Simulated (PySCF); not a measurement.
# C₂H₆BN: NMR shifts and spin-spin couplings

Aim: predict the NMR shifts and spin-spin couplings of C₂H₆BN (`[BH3-][N+]#CC`).

Computed with PySCF 2.14.0, with density-fitted response routines of our own, on a single molecule in the gas phase. Atoms are numbered from 0 throughout.

**1. Starting geometry**

10 atoms, charge 0, multiplicity 1; geometry from: GFN2-xTB.

Bonds of the start (Å): B0–N1 1.46, N1–C2 1.15, C2–C3 1.43, B0–H4 1.19, B0–H5 1.19, B0–H6 1.19, C3–H7 1.09, C3–H8 1.09, C3–H9 1.09.

**2. Shielding tensors: PBE0/pcSseg-1**

The job: settings as JSON, then the geometry in Å.

```
{"job": {"kind": "nmr", "xc": "PBE0", "basis": "pcSseg-1"}, "charge": 0, "multiplicity": 1}
B      2.026785    -0.082938     0.024143
N      0.573103    -0.023565     0.194436
C     -0.568260     0.023234     0.327806
C     -1.990716     0.082498     0.493209
H      2.399827     1.050215     0.036863
H      2.207547    -0.619703    -1.025837
H      2.433566    -0.718574     0.948069
H     -2.482319    -0.369608    -0.368571
H     -2.309482     1.121382     0.581821
H     -2.281169    -0.458285     1.394297
```

With the program's defaults for keys left out, this is: GIAO PBE0/pcSseg-1 NMR shielding, non-relativistic, gas phase.

Log:

```text
coarse grid: 8040 points
cycle   1  E = -159.0783668471  dE =  4.518e-01  |g| = 4.614e-01  |ddm| = 2.618e+00
cycle   2  E = -158.9181807927  dE =  1.602e-01  |g| = 9.681e-01  |ddm| = 1.092e+00
cycle   3  E = -159.1461185166  dE = -2.279e-01  |g| = 1.183e-01  |ddm| = 6.475e-01
cycle   4  E = -159.1493576727  dE = -3.239e-03  |g| = 4.213e-02  |ddm| = 1.008e-01
cycle   5  E = -159.1497041242  dE = -3.465e-04  |g| = 9.477e-03  |ddm| = 2.685e-02
cycle   6  E = -159.1497292372  dE = -2.511e-05  |g| = 1.150e-03  |ddm| = 8.832e-03
cycle   7  E = -159.1497296112  dE = -3.740e-07  |g| = 2.933e-04  |ddm| = 1.321e-03
final grid: 76848 points
cycle   8  E = -159.1708520877  dE = -2.250e-05  |g| = 5.756e-03  |ddm| = 1.981e-02
cycle   9  E = -159.1708524996  dE = -4.119e-07  |g| = 5.872e-03  |ddm| = 8.593e-03
cycle  10  E = -159.1708606681  dE = -8.168e-06  |g| = 1.476e-03  |ddm| = 4.178e-03
cycle  11  E = -159.1708611122  dE = -4.441e-07  |g| = 2.351e-04  |ddm| = 8.469e-04
cycle  12  E = -159.1708611252  dE = -1.299e-08  |g| = 6.058e-05  |ddm| = 2.027e-04
cycle  13  E = -159.1708611262  dE = -1.077e-09  |g| = 9.483e-06  |ddm| = 5.793e-05
cycle  14  E = -159.1708611263  dE = -2.126e-11  |g| = 3.462e-06  |ddm| = 9.600e-06
converged SCF energy = -159.1708611263

GIAO shielding tensors (ppm)
atom      isotropic    diamagn.    paramagn.     s11        s22        s33       span
  0 B      143.680     193.235     -49.556    132.071    132.111    166.858     34.787
  1 N       31.173     329.963    -298.789   -120.766   -120.742    335.028    455.794
  2 C       74.158     270.371    -196.213    -15.781    -15.772    254.028    269.809
  3 C      184.630     248.144     -63.513    176.949    176.957    199.985     23.036
  4 H       29.865      30.153      -0.288     26.709     29.088     33.798      7.089
  5 H       29.865      30.369      -0.504     26.711     29.090     33.795      7.084
  6 H       29.868      29.969      -0.101     26.709     29.089     33.805      7.096
  7 H       29.385      27.555       1.830     24.591     27.243     36.321     11.730
  8 H       29.384      27.124       2.260     24.590     27.244     36.319     11.729
  9 H       29.386      26.753       2.633     24.592     27.243     36.323     11.731
```

Wall time 5.3 s (1 thread, shared host).

The references, computed at this level on geometries of the same kind, shield at (ppm): ¹H TMS 31.72, ¹³C TMS 186.9, ¹⁵N NH3 267.7, ¹¹B BF3·OEt2 100.1. Their shielding less the atom's gives the shift. The references are single molecules in the gas phase, so shifts against H2O, NH3, PH3, H3PO4 or CFCl3 are not on the usual liquid scales and can be off by tens of ppm. Atoms listed in one row are averaged.

| atoms | environment | σ (ppm) | δ (ppm) | δ scaled to CDCl3 |
| --- | --- | --- | --- | --- |
| C2 | nitrilium-type carbon | 74.2 | 112.8 | 108.1 |
| C3 | methyl carbon α to a nitrile | 184.6 | 2.3 | 0.3 |
| H7, H8, H9 | hydrogen on a methyl carbon α to a nitrile | 29.39 | 2.33 | 2.30 |
| H4, H5, H6 | hydrogen on a boron bonded to N | 29.87 | 1.85 | – |
| B0 | boron bonded to N, 3 H | 143.7 | -43.6 | – |
| N1 | donor nitrogen of a Lewis adduct | 31.2 | 236.6 | – |

The scaled column applies a straight-line fit of computed shieldings to shifts measured in CDCl3 (root-mean-square error 0.16 ppm for H, 1.9 ppm for C).

Charges from the same density, by scheme (e):

| atoms | Mulliken | IAO | Hirshfeld | ESP fit |
| --- | --- | --- | --- | --- |
| B0 | -0.10 | -0.42 | -0.10 | -0.17 |
| N1 | -0.26 | 0.05 | 0.00 | -0.11 |
| C2 | 0.17 | 0.20 | 0.17 | 0.42 |
| C3 | -0.19 | -0.45 | -0.07 | -0.57 |

Mayer bond orders: B0–N1 0.78, N1–C2 2.58, C2–C3 1.05.

**3. J couplings: B3LYP/pcJ-1**

Same as in step 2 but for these lines:

```diff
@@ -1,2 +1,2 @@
-{"job": {"kind": "nmr", "xc": "PBE0", "basis": "pcSseg-1"}, "charge": 0, "multiplicity": 1}
+{"job": {"kind": "j", "xc": "B3LYP", "basis": "pcJ-1"}, "charge": 0, "multiplicity": 1}
 B      2.026785    -0.082938     0.024143
```

Level: B3LYP/pcJ-1 indirect spin-spin coupling, non-relativistic, gas phase.

Log:

```text
coarse grid: 8040 points
cycle   1  E = -159.3037489430  dE =  4.017e-01  |g| = 5.015e-01  |ddm| = 2.404e+00
cycle   2  E = -159.0901334948  dE =  2.136e-01  |g| = 1.091e+00  |ddm| = 1.151e+00
cycle   3  E = -159.3775479380  dE = -2.874e-01  |g| = 1.510e-01  |ddm| = 7.243e-01
cycle   4  E = -159.3825583498  dE = -5.010e-03  |g| = 5.150e-02  |ddm| = 1.207e-01
cycle   5  E = -159.3830640768  dE = -5.057e-04  |g| = 1.291e-02  |ddm| = 3.094e-02
cycle   6  E = -159.3831075049  dE = -4.343e-05  |g| = 1.640e-03  |ddm| = 1.121e-02
cycle   7  E = -159.3831082069  dE = -7.020e-07  |g| = 4.887e-04  |ddm| = 1.718e-03
final grid: 76848 points
cycle   8  E = -159.4128626471  dE = -6.324e-05  |g| = 4.979e-03  |ddm| = 1.291e-02
cycle   9  E = -159.4128614469  dE =  1.200e-06  |g| = 5.347e-03  |ddm| = 6.917e-03
cycle  10  E = -159.4128687556  dE = -7.309e-06  |g| = 2.980e-04  |ddm| = 3.702e-03
cycle  11  E = -159.4128687388  dE =  1.681e-08  |g| = 4.144e-04  |ddm| = 4.348e-04
cycle  12  E = -159.4128687769  dE = -3.817e-08  |g| = 8.779e-05  |ddm| = 2.536e-04
cycle  13  E = -159.4128687785  dE = -1.610e-09  |g| = 1.082e-05  |ddm| = 5.142e-05
cycle  14  E = -159.4128687786  dE = -2.166e-11  |g| = 5.183e-06  |ddm| = 9.727e-06
converged SCF energy = -159.4128687786

Indirect spin-spin couplings (Hz)
  i      j    bonds     total        FC       PSO       DSO        SD
  0 B    1 N    1    -14.357   -15.433     1.220    -0.094    -0.051
  0 B    2 C    2      3.984     3.681     0.296    -0.263     0.270
  0 B    3 C    3      0.651     0.654     0.091    -0.117     0.023
  0 B    4 H    1    103.920   103.396    -0.291     0.714     0.101
  0 B    5 H    1    103.891   103.367    -0.291     0.714     0.101
  0 B    6 H    1    103.905   103.381    -0.291     0.714     0.101
  0 B    7 H    4     -1.545    -1.541     0.347    -0.365     0.014
  0 B    8 H    4     -1.544    -1.540     0.347    -0.365     0.014
  0 B    9 H    4     -1.543    -1.540     0.347    -0.365     0.014
  1 N    2 C    1    -57.188   -47.107    -2.759    -0.034    -7.288
  1 N    3 C    2     -0.411    -0.647     0.275     0.070    -0.110
  1 N    4 H    2      3.606     3.582     0.125    -0.016    -0.085
  1 N    5 H    2      3.607     3.583     0.125    -0.016    -0.085
  1 N    6 H    2      3.627     3.604     0.126    -0.017    -0.086
  1 N    7 H    3     -2.566    -2.432    -0.371     0.198     0.039
  1 N    8 H    3     -2.565    -2.431    -0.371     0.198     0.039
  1 N    9 H    3     -2.566    -2.431    -0.372     0.198     0.040
  2 C    3 C    1     78.712    80.490    -1.973     0.194         -
  2 C    4 H    3      9.074     8.882     0.643    -0.451         -
  2 C    5 H    3      9.074     8.882     0.643    -0.451         -
  2 C    6 H    3      9.054     8.861     0.644    -0.451         -
  2 C    7 H    2    -11.413   -11.258     0.002    -0.157         -
  2 C    8 H    2    -11.418   -11.264     0.002    -0.156         -
  2 C    9 H    2    -11.422   -11.267     0.002    -0.157         -
  3 C    4 H    4     -3.478    -3.455     0.218    -0.241         -
  3 C    5 H    4     -3.482    -3.458     0.218    -0.241         -
  3 C    6 H    4     -3.480    -3.457     0.218    -0.242         -
  3 C    7 H    1    142.324   140.720     1.061     0.542         -
  3 C    8 H    1    142.315   140.712     1.061     0.542         -
  3 C    9 H    1    142.313   140.710     1.061     0.542         -
  4 H    5 H    2    -21.296   -21.291     1.600    -1.605         -
  4 H    6 H    2    -21.186   -21.181     1.606    -1.611         -
  4 H    7 H    5      4.178     4.273     0.853    -0.948         -
  4 H    8 H    5     14.091    14.179     0.420    -0.508         -
  4 H    9 H    5      4.181     4.276     0.854    -0.949         -
  5 H    6 H    2    -21.247   -21.242     1.603    -1.608         -
  5 H    7 H    5     14.099    14.187     0.421    -0.508         -
  5 H    8 H    5      4.192     4.287     0.853    -0.948         -
  5 H    9 H    5      4.175     4.270     0.853    -0.948         -
  6 H    7 H    5      4.191     4.286     0.854    -0.948         -
  6 H    8 H    5      4.172     4.267     0.853    -0.948         -
  6 H    9 H    5     14.081    14.168     0.422    -0.509         -
  7 H    8 H    2    -18.583   -18.596     3.028    -3.015         -
  7 H    9 H    2    -18.591   -18.604     3.028    -3.015         -
  8 H    9 H    2    -18.584   -18.597     3.028    -3.015         -
```

It took 11 s on 1 thread, shared host.

A choice of the couplings up to four bonds, sorted by the number of bonds, with means over like pairs; isotopes 11B, 13C, 1H, 15N:

| pair | bonds | J (Hz) | Fermi contact (Hz) |
| --- | --- | --- | --- |
| C3–H7 | 1 | 142.3 | 140.7 |
| B0–H4 | 1 | 103.9 | 103.4 |
| C2–C3 | 1 | 78.7 | 80.5 |
| N1–C2 | 1 | -57.2 | -47.1 |
| B0–N1 | 1 | -14.4 | -15.4 |
| H4–H5 | 2 | -21.2 | -21.2 |
| H7–H8 | 2 | -18.6 | -18.6 |
| C2–H7 | 2 | -11.4 | -11.3 |
| B0–C2 | 2 | 4.0 | 3.7 |
| N1–H4 | 2 | 3.6 | 3.6 |
| C2–H4 | 3 | 9.1 | 8.9 |
| N1–H7 | 3 | -2.6 | -2.4 |
| C3–H4 | 4 | -3.5 | -3.5 |
| B0–H7 | 4 | -1.5 | -1.5 |

The spin-dipole term was solved for some atoms only; pairs without it lack that part.

Quadrupole couplings from the field gradients of the same density:

| atom | isotope | eQq/h (MHz) | η |
| --- | --- | --- | --- |
| N1 | 14N | -2.296 | 0.00 |
| B0 | 11B | 2.068 | 0.00 |

Joined with the shifts from before (PBE0/pcSseg-1, scaled to CDCl3 for protons on carbon, raw for the others), the couplings predict the line list below for 300 MHz. H–H couplings in it are scaled by factors fitted to measured ones, so they differ from the table. Couplings to quadrupolar nuclei are left out.

¹H NMR δ 2.30 (q, J = 7.5 Hz, 3H), 1.85 (br, 3H).

**4. Summary of results**

| quantity | value |
| --- | --- |
| ¹³C shifts against TMS (PBE0/pcSseg-1) | 112.8, 2.3 ppm |
| ¹H shifts against TMS (PBE0/pcSseg-1, means over atoms taken as alike) | 2.33, 1.85 ppm |
| ¹¹B shifts against BF3·OEt2 (PBE0/pcSseg-1) | -43.6 ppm |
| ¹⁵N shifts against NH3 (PBE0/pcSseg-1) | 236.6 ppm |
| largest coupling of the table (B3LYP/pcJ-1) | ¹J(C,H) C3–H7, 142.3 Hz |

**Reading.** At PBE0/pcSseg-1: Shielding is most anisotropic at N1 (span 456 ppm, paramagnetic term -299 ppm). Of the pairs tabulated at B3LYP/pcJ-1, C3–H7 (mean over like pairs) couples most strongly (142.3 Hz; Fermi contact 140.7 Hz).
